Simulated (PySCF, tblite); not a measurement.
# ClFH₇NSi₃, a small molecule taken as a stand-in for a surface group (Si site with back bonds [SiH3], N[SiH3], F): NMR shifts, core binding energies and electronic excitations

Aim: the NMR shifts, core binding energies and electronic excitations of `F[Si]([SiH3])(Cl)N[SiH3]`.

Computed with tblite 0.8.0 and PySCF 2.14.0; each step states its level. No surroundings beyond the atoms listed, unless a continuum is named. Atoms count from 0, parts from 1.

### Step 1. The system as given

13 atoms, charge 0, multiplicity 1; geometry: distance geometry start.

### Step 2. Geometry optimisation with GFN2-xTB

Job settings and geometry (Å):

```
{"job": {"kind": "relax", "xc": "GFN2-xTB", "basis": "xTB"}, "charge": 0, "multiplicity": 1}
Si    -0.554964    -0.833294    -0.288459
Si    -2.199573     0.685379    -0.274840
N      0.687233    -0.413566     0.894878
Si     2.116344     0.350359     0.197198
F     -1.164167    -2.371083     0.081880
Cl     0.357215    -0.969464    -2.150202
H     -2.469523     1.175325     1.083962
H     -1.849095     1.822458    -1.140333
H     -3.485576     0.091785    -0.762187
H      0.938001    -1.172514     1.550981
H      1.804587     1.634855    -0.435277
H      3.056523     0.630380     1.295851
H      2.768312    -0.588424    -0.714363
```

With the program's defaults for keys left out, this is: GFN2-xTB geometry optimisation, gas phase.

Run with:

```sh
> OMP_NUM_THREADS=1 python cluster_run.py task.json out
```

The driver reads the jobs from task.json and runs them one after another.

**Question.** The jobs that follow are: PBE0-D3(BJ)/def2-SVP geometry optimisation, gas phase; GIAO PBE0/pcSseg-1 NMR shielding, non-relativistic, gas phase; delta-SCF UKS SCAN, pcX-2 on the ionised atom, pcseg-1 elsewhere, spin-free X2C; TDDFT CAM-B3LYP/def2-SVPD, vertical, gas phase, core orbitals frozen in the response. Predict: point group; rotational constants (main isotopes); ¹H shifts against TMS (PBE0/pcSseg-1); ²⁹Si shifts against TMS (PBE0/pcSseg-1); ¹⁵N shifts against NH3 (PBE0/pcSseg-1); ¹⁹F shifts against CFCl3 (PBE0/pcSseg-1); ³⁵Cl shifts against HCl (PBE0/pcSseg-1); Si2p binding energies, SCAN/pcX-2 (standing for 2 of 3 atoms); N1s binding energies, SCAN/pcX-2; F1s binding energies, SCAN/pcX-2; Cl2p binding energies, SCAN/pcX-2; lowest singlet (CAM-B3LYP/def2-SVPD); brightest single state of those computed; lowest triplet; vertical ionisation energy (ΔSCF).

The runs gave:

| quantity | value |
| --- | --- |
| point group | C1 |
| rotational constants (main isotopes) | 1.62, 1.01, 0.83 GHz |
| ¹H shifts against TMS (PBE0/pcSseg-1) | 4.72, 4.69, 4.52, 3.64, 3.54, 3.53, 1.03 ppm |
| ²⁹Si shifts against TMS (PBE0/pcSseg-1) | 7.5, -53.5, -107.4 ppm |
| ¹⁵N shifts against NH3 (PBE0/pcSseg-1) | 47.4 ppm |
| ¹⁹F shifts against CFCl3 (PBE0/pcSseg-1) | -103.4 ppm |
| ³⁵Cl shifts against HCl (PBE0/pcSseg-1) | 108 ppm |
| Si2p binding energies, SCAN/pcX-2 (standing for 2 of 3 atoms) | Si0 108.66, Si1 107.19 eV |
| N1s binding energies, SCAN/pcX-2 | N2 404.82 eV |
| F1s binding energies, SCAN/pcX-2 | F4 692.16 eV |
| Cl2p binding energies, SCAN/pcX-2 | Cl5 206.46 eV |
| lowest singlet (CAM-B3LYP/def2-SVPD) | 6.76 eV (184 nm), f = 0.003 |
| brightest single state of those computed | state 4, 7.58 eV, f = 0.115 |
| lowest triplet | 6.40 eV |
| vertical ionisation energy (ΔSCF) | 10.26 eV |

The start of the PBE0/def2-SVP relaxation was shaken at random by about 0.01 Å, so part of the energy gained, and of the first lengths quoted, undoes that. Relaxing lowered the energy by 0.277 eV in 17 steps; the close pair that moved most is Si3–H12, from 1.435 to 1.493 Å (PBE0/def2-SVP). Hydrogens of an XH3 group are listed apart at this fixed geometry; free rotation makes them one line at their mean. At PBE0/pcSseg-1: Shielding is most anisotropic at Cl5 (span 308 ppm, paramagnetic term -313 ppm). At SCAN/pcX-2: The Si2p levels kept as sound span 1.46 eV, from Si1 (silicon bonded to Si, 3 H) up to Si0 (silicon bonded to Cl, F, N, Si). Only 2 of the 3 Si atoms are covered by sound results. The lowest singlet, at 6.76 eV, is HOMO→LUMO 0.92 and is weak; of the 6 states computed, the strongest absorption comes from states 3 to 4 together at 7.58 eV. The lowest triplet lies 0.36 eV below the lowest singlet (triplets in Tamm-Dancoff, singlets in full TDDFT). ΔSCF puts the ionisation energy at 10.26 eV, 0.66 eV above −ε(HOMO). A capped cluster stands for the solid here, so long-range fields and strain are missing, and bands or shifts of the capping hydrogens have no counterpart in it.
